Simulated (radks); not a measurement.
# Cd³⁺ in [Ar] 3d10 4s2 4p5.5 4d9 4f0.5: an all-electron calculation

What are the levels of the cadmium ion Cd3+, how large are its shells, and how does its energy divide?

The numbers are computed with radks (a radial shooting solver on a logarithmic mesh, Libxc functionals) version 1 (Dirac Kohn-Sham, PBEsol, spin-unpolarised, spherical densities, finite nucleus; open shells are shared between the two j in proportion to 2j + 1), except any that are marked as measured or tabulated.

## 1. Starting point

```
element            : cadmium (Z = 48)
charge             : +3
electrons          : 45
configuration      : [Ar] 3d10 4s2 4p5.5 4d9 4f0.5
nuclear rms radius : 4.6087 fm
```

## 2. Self-consistent calculation

The run's settings:

```text
Z 48
configuration [Ar] 3d10 4s2 4p5.5 4d9 4f0.5
relativity Dirac
functional pbe_sol,pbe_sol
spin unpolarised
j_filling average
nucleus finite rms 4.6087 fm
c 137.035999084
```

The run is started by

```bash
> python run_ks.py task.json out
```

All runs below come from this command, one after another.

Q: Predict the outcome of this run.

**Answer**, as computed:

| quantity | value |
| --- | --- |
| total energy | -5589.19707 hartree |
| exchange-correlation share of it | 2.70 % |
| −T/E | 1.0485 |
| highest occupied level | 4f7/2, -11.072 eV |
| most extended occupied level | 4f7/2, <r> = 4.06 bohr |
| radius at density 0.001 e/bohr³ | 3.44 bohr |
| maxima of the radial density | 4 |

The radial density shows 4 maxima for 4 occupied principal shells. Relativity lifts −T/E to 1.049. This is not the tabulated ground configuration, so its levels and sizes aren't those of the ground state, and no measured value stands beside it.
